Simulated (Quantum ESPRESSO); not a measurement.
HfIn4SiO6 in Quantum ESPRESSO: the effect of functional

Crystal: HfIn4SiO6.

```
Hf In Si O
1.0
     5.69867    0.00381    0.01559
    -0.70506    6.10815   -0.00575
    -2.73718   -1.39557    6.63076
Hf In Si O
1 4 1 6
Cartesian
  0.2972 -0.0900 0.8831
  -0.4860 5.0863 4.8335
  2.9601 -0.6377 3.2997
  -0.4663 2.2403 3.5350
  2.4974 2.6606 1.3677
  2.2933 1.4988 5.6832
  0.7088 1.2617 5.2639
  3.2588 1.4387 4.3619
  5.4139 1.6003 0.0368
  2.4594 2.8937 6.5395
  -0.6297 -0.1526 2.6118
  2.1007 0.3624 1.4524
```

The cell was built by a generator and needn't be a form met in nature.

Alike in all runs:

- Program: Quantum ESPRESSO 7.5
- Task: band structure
- Potentials or basis: SG15 PBE 1.2
- Cutoff: 1197 eV
- Density cutoff: 4789 eV
- k mesh: 3 × 3 × 2
- Occupations: fermi-dirac, width 0.05 eV
- Spin: no spin polarisation

Q: One run gave: gap on the mesh 0.91 eV; pressure -4.9 GPa; largest force 1.03 eV/Å. Which functional did it use?
A. r2SCAN
B. LDA
C. PBEsol
D. PBE

A: B.

```tsv
functional	gap on the mesh (eV)	pressure (GPa)	largest force (eV/Å)
LDA	0.91	-4.9	1.03
PBEsol	0.91	-2.5	0.55
PBE	0.99	0.3	0.17
r2SCAN	1.36	-3.7	0.58
```

Caveats: all runs use coarse meshes; spin-orbit coupling is left out, which moves the levels of the heavy elements; the potentials were made for another functional, which shifts forces and pressure (some runs).

A k mesh can miss the band edges.
